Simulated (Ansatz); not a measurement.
# C2H9BO: the cost of one run

Method: RKS PBE/6-31G*, in Ansatz 0.2.0.

## 1. The structure to begin with

Bond lengths: B1–C3 1.600 Å, C3–H4 1.110 Å, C3–H5 1.110 Å, C3–H6 1.110 Å, B1–H7 1.190 Å, B1–O8 1.710 Å, O8–C9 1.420 Å, C9–H10 1.110 Å, C9–H11 1.110 Å, C9–H12 1.110 Å. Angles (14 of 16 angles, heavy atoms first): C3–B1–O8 96.8°, B1–O8–C9 125.0°, B1–C3–H4 109.5°, B1–C3–H5 109.5°, B1–C3–H6 109.5°, C3–B1–H7 120.0°, H7–B1–O8 101.3°, O8–C9–H10 109.5°, O8–C9–H11 109.5°, O8–C9–H12 109.5°, H4–C3–H5 109.4°, H4–C3–H6 109.4°, H5–C3–H6 109.4°, H10–C9–H11 109.4°.

As a file:

```xyz
13

B     0.0000    0.0000    0.0000
H     0.0000    0.0000    1.5400
C     1.3856    0.0000   -0.8000
H     1.7152   -1.0462   -0.9702
H     1.2491    0.5080   -1.7774
H     2.1552    0.5381   -0.2082
H    -1.0305    0.0000   -0.5950
O     0.0766    1.6210    0.5392
C     0.5817    2.0371    1.7994
H     0.8819    1.1469    2.3906
H     1.4635    2.6937    1.6467
H    -0.2049    2.5965    2.3475
H     0.0407    0.8604    1.5370
```

## 2. A restrained relaxation towards end A

Springs on the bonds that form and break draw the guess towards this end; the thresholds are loose.

The input, input.yaml:

```yaml
crystal:
  periodic: [false, false, false]
  atoms:
    - { symbol: B, position_ang: [0.0, 0.0, 0.0] }
    - { symbol: H, position_ang: [0.0, 0.0, 1.54] }
    - { symbol: C, position_ang: [1.3856, 0.0, -0.8] }
    - { symbol: H, position_ang: [1.7152, -1.0462, -0.9702] }
    - { symbol: H, position_ang: [1.2491, 0.508, -1.7774] }
    - { symbol: H, position_ang: [2.1552, 0.5381, -0.2082] }
    - { symbol: H, position_ang: [-1.0305, 0.0, -0.595] }
    - { symbol: O, position_ang: [0.0766, 1.621, 0.5392] }
    - { symbol: C, position_ang: [0.5817, 2.0371, 1.7994] }
    - { symbol: H, position_ang: [0.8819, 1.1469, 2.3906] }
    - { symbol: H, position_ang: [1.4635, 2.6937, 1.6467] }
    - { symbol: H, position_ang: [-0.2049, 2.5965, 2.3475] }
    - { symbol: H, position_ang: [0.0407, 0.8604, 1.537] }
basis:
  gaussian: { orbitals: "6-31G*" }
hamiltonian:
  xc: pbe
relax:
  f_tol: 0.15
  max_steps: 25
  restrain:
    - { distance: [0, 7], at: 2.61, k: 30.0 }
    - { distance: [12, 1], at: 1.86, k: 30.0 }
    - { distance: [0, 1], at: 1.19, k: 30.0 }
    - { distance: [12, 7], at: 1.01, k: 30.0 }
```

Command:

```bash
ansatz run input.yaml --threads 1 --pin off --max-ram 2048MiB --backend cpu --events-out ev --progress --plain --runs-dir out
```

Q: Estimate wall time and peak memory on 1 thread of Intel Xeon Platinum 8488C (Sapphire Rapids), shared host.

About 31 s, with a peak of 0.14 GiB.
